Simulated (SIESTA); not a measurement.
Crystal: TlPt.

```
Tl Pt
1.0
     5.60500    0.00000    0.00000
    -2.80250    4.85407    0.00000
     0.00000    0.00000    4.63900
Tl Pt
3 3
Direct
  0.00000 0.50000 0.00000
  0.50000 0.50000 0.00000
  0.50000 0.00000 0.00000
  0.66667 0.33333 0.50000
  0.33333 0.66667 0.50000
  0.00000 0.00000 0.00000
```

Base run:

```yaml
Program: SIESTA 5.4.2
Functional: PBEsol
Potentials_or_basis: PseudoDojo 0.4 standard (PBEsol files)
Basis: DZP (energy shift 0.003 Ry; two zetas on semicore shells)
Grid_cutoff: 800 Ry
Energy_shift: 0.003 Ry
k_mesh: 4 × 4 × 4
Occupations: fermi-dirac, width 0.05 eV
Spin: no spin polarisation
```

Its results: band gap on the k mesh none (metal or under the smearing width); pressure 10.2 GPa.

Problem. The run is repeated on the same cell with these changes: potentials or basis from PseudoDojo 0.4 standard (PBEsol files) to PseudoDojo 0.4 standard (PBEsol files, fully relativistic); spin from no spin polarisation to non-collinear spin, zero start, spin-orbit coupling. What comes out?

Solution. Band gap on the k mesh none (metal or under the smearing width); pressure 9.0 GPa; net moment 0.00 μB per cell.

Caveats: short orbitals over semicore shells can move pressures by several GPa; the basis of atomic orbitals isn't converged, which shifts pressures, moduli and gaps.

Not every run made on this cell is shown here.
